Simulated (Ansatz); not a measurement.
# C (bcc type): how the settings move a single-point run

Aim: see which settings change the result for C (bcc type), by how much, and at what cost.

Computed with Ansatz 0.2.0 (reference: DFT, LDA, all-electron PAW with datasets made for the crystal, scalar-relativistic, unless a step's input says otherwise).

1 further run of the same task is left out (set aside as unsound or not needed). Runs told in other sessions of the task aren't counted.

**1. The structure to begin with**

It takes space group Im-3m (No. 229, cubic). Conventional cell: a = 1.783 Å, b = 1.783 Å, c = 1.783 Å, α = 90.00°, β = 90.00°, γ = 90.00°. C (site symmetry m-3m) has 8 C at 1.54 Å in its first shell of neighbours.

Coordinates:

```
CELL_PARAMETERS angstrom
-0.89168 0.89168 0.89168
0.89168 -0.89168 0.89168
0.89168 0.89168 -0.89168
ATOMIC_POSITIONS crystal
C 0.00000 0.00000 0.00000
```

**2. Reference**

Contents of input.yaml:

```yaml
crystal:
  lattice:
    - [-0.8916841348, 0.8916841348, 0.8916841348]
    - [0.8916841348, -0.8916841348, 0.8916841348]
    - [0.8916841348, 0.8916841348, -0.8916841348]
  atoms:
    - { symbol: C, position: [0.0, 0.0, 0.0] }
kpoints:
  mp_grid: { grid: [22, 22, 22] }
scf:
  occupations: { method: fermi_dirac, width: 0.1 }
hamiltonian:
  xc: lda
  pseudopotentials: { kind: all_electron, datasets: crystal }
output:
  forces: true
  stress: true
  eigenvalues: true
```

Started as:

```sh
$ ansatz run input.yaml --threads 1 --pin off --max-ram 2048MiB --backend cpu --events-out ev --progress --plain --runs-dir out
```

**3. Changed: mixing.algorithm broyden, mixing.beta 0.7, mixing.ndim 2, xc r2scan**

Edit input.yaml of step 2 so:

```diff
@@ -11,4 +11,5 @@
   occupations: { method: fermi_dirac, width: 0.1 }
+  mixing: { algorithm: broyden, beta: 0.7, ndim: 2 }
 hamiltonian:
-  xc: lda
+  xc: r2scan
   pseudopotentials: { kind: all_electron, datasets: crystal }
```

Q: Predict the outcome of this session. Wanted: for each run, ending; energy change; pressure; gap; force.

The runs gave:

```
                                                                   run     ending   energy change  pressure (GPa)  gap (eV)  force (eV/Å)  cycles   time
                                                             reference  converged               -           814.6      0.00          0.00       5  4.2 s
1: mixing.algorithm broyden, mixing.beta 0.7, mixing.ndim 2, xc r2scan  converged  not comparable           840.1      0.00          0.00       7  9.8 s
```

Residual by cycle in the longest SCF loop of each run; runs are numbered as in the table. The quantity is the density residual dr2, in eV.

```
cycle  reference    run 1
    1      0.119   0.0624
    2     0.0224  0.00323
    3     2.3e-5   7.0e-5
    4     1.4e-6   4.5e-6
    5    8.0e-10   9.7e-7
    6          -   2.7e-8
    7          -  9.9e-10
```

**Reading.** Total energies don't compare across a change of functional; the pressure goes from 814.6 to 840.1 GPa. At this fixed cell a higher pressure means that this functional prefers a larger volume than the reference. Cost: 7 SCF cycles against 5, 9.8 s against 4.2 s. The structure is not at rest: the sound run finds 815 GPa, so these are no properties of the relaxed crystal. 
